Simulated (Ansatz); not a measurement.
# Si: the cost of one run

Method: DFT r2SCAN, scalar-relativistic, plane waves, PAW, in Ansatz 0.2.0.

2 further runs of the same task are left out: 2 set aside as unsound or not needed.

### Step 1. The starting structure

It takes space group P6_3/mmc (No. 194, hexagonal). The conventional cell has a = 2.639 Å, b = 2.639 Å, c = 4.553 Å, α = 90.00°, β = 90.00°, γ = 120.00°. Around Si (site symmetry -6m2) lie 12 Si at 2.64 to 2.74 Å.

Structure file:

```cif
data_structure
_symmetry_space_group_name_H-M 'P6_3/mmc'
_symmetry_Int_Tables_number 194
_cell_length_a 2.6392
_cell_length_b 2.6392
_cell_length_c 4.5532
_cell_angle_alpha 90.000
_cell_angle_beta 90.000
_cell_angle_gamma 120.000
_cell_volume 27.47
loop_
_atom_site_label
_atom_site_type_symbol
_atom_site_symmetry_multiplicity
_atom_site_Wyckoff_symbol
_atom_site_fract_x
_atom_site_fract_y
_atom_site_fract_z
_atom_site_occupancy
Si1 Si 2 d 0.33333 0.66667 0.75000 1
```

It goes back to an entry of the Materials Project, which need not be the stable form.

It is built from the cell relaxed beforehand with the same method (13.73 Å³/atom).

### Step 2. The reference: the undisturbed cell on the scan's mesh

input.yaml reads:

```yaml
crystal:
  lattice:
    - [1.3195974358, -2.2856098043, 4.5531575356]
    - [1.3195974358, -2.2856098043, -4.5531575356]
    - [2.6391948715, 4.5712196085, 0.0]
  atoms:
    - { symbol: Si, position: [0.4583333333, 0.2083333333, 0.1666666667] }
    - { symbol: Si, position: [0.9583333333, 0.7083333333, 0.1666666667] }
    - { symbol: Si, position: [0.4583333333, 0.2083333333, 0.6666666667] }
    - { symbol: Si, position: [0.9583333333, 0.7083333333, 0.6666666667] }
    - { symbol: Si, position: [0.0416666667, 0.2916666667, 0.3333333333] }
    - { symbol: Si, position: [0.5416666667, 0.7916666667, 0.3333333333] }
    - { symbol: Si, position: [0.0416666667, 0.2916666667, 0.8333333333] }
    - { symbol: Si, position: [0.5416666667, 0.7916666667, 0.8333333333] }
basis:
  ecutwfc: 500
kpoints:
  mp_grid: { grid: [8, 8, 8] }
hamiltonian:
  xc: r2scan
scf:
  occupations: { method: gaussian, width: 0.15 }
output:
  forces: true
  stress: true
  eigenvalues: true
```

Started as:

```
$ ansatz run input.yaml --threads 2 --pin off --max-ram 5120MiB --backend cpu --events-out ev --progress --plain --runs-dir out
```

**Question.** How long does this run take on 2 threads of Intel Xeon Platinum 8488C (Sapphire Rapids), shared host, and how much memory does it need?

About 11 s, with a peak of 0.83 GiB.
